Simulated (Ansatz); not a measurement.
Consider a comparison of functionals at one structure of ZrAu, space group P4/mmm (Ansatz's Python interface).

Input file `zrau.xyz`:
```text
2
Lattice="3.16565572 0.0 0.0 0.0 3.16565572 0.0 0.0 0.0 3.91754428" Properties=species:S:1:pos:R:3 pbc="T T T"
Zr    0.00000000    0.00000000    0.00000000
Au    1.58282786    1.58282786    1.95877214
```

`xc_zrau.py`:
```python
'''Functional comparison for ZrAu (totals differ with the potentials too).'''

import ansatz

xtal = ansatz.Crystal.from_extxyz('zrau.xyz')

job = (
    xtal.calculation()
    .pseudopotentials('nc')
    .accuracy('medium')
    .kpoints(length=17)
    .occupations('fermi_dirac', width=0.02)
    .scf(self_checks='high')
    .forces()
    .stress()
)

rows = []
for value in ['pbesol', 'blyp', 'lda']:
    summary = job.functional(value).run().report
    rows.append((value, summary['free_energy_ev'] / len(summary['lattice']['sites']), summary['n_iterations'], sum(summary['stress_gpa'][i][i] for i in range(3)) / 3, max(abs(f) for row in summary['forces_ev_ang'] for f in row), summary['n_kpoints']))

print('  functional   F/atom (eV)    iterations       P (GPa)  max component (eV/A)      k-points')
for row in rows:
    print(f'{str(row[0]):>12s}  {row[1]:12.5f}  {row[2]:12d}  {row[3]:12.3f}  {row[4]:20.4f}  {row[5]:12d}')
```

Rank the functionals by the pressure that they give at this structure. What does the order say about their lattices?

From lowest to highest: LDA (-6.7 GPa), PBEsol (-3.2 GPa) and BLYP (9.6 GPa). At a fixed cell a lower pressure usually means a smaller equilibrium volume, so LDA prefers the smallest cell and BLYP the largest.

What the script printed:

Running `python xc_zrau.py` prints:
```text
DeckWarning: basis.ecutwfc = 1034.032677 eV, auto-derived from the records' recommended cutoffs: set by Au (normal level)
  functional   F/atom (eV)    iterations       P (GPa)  max component (eV/A)      k-points
      pbesol   -2694.71304            12        -3.195                0.0000            18
        blyp   -2698.67694            12         9.573                0.0000            18
         lda   -2697.70624            10        -6.718                0.0000            18
```
(Warnings from the package without file and line, repeats left out.)

Reading the output:
- Such functionals run on norm-conserving files made under PBE, which can move pressures by some GPa.
- BLYP can be off by several per cent in the lattices of metals, and by several GPa in the pressure at a fixed cell.
- The mesh is modest for a metal, so energies can be off by several to tens of meV an atom and pressures by half a GPa or more; differences at equal mesh fare better.
- Forces vanish by symmetry here and test nothing.
- Pressure is positive in compression.
- Spin-orbit coupling, which matters for elements this heavy, is left out.
- The structure comes from a database of computed cells and needn't be a stable or known phase.
- Total energies of different functionals can't be compared; pressures, moments and gaps at this one structure can.
- Timing: 12 s on 1 thread of Arm Neoverse V2, with other jobs on the host, peak memory 0.38 GiB.

(Lines on the test bed's own set-up are left out of the output.)
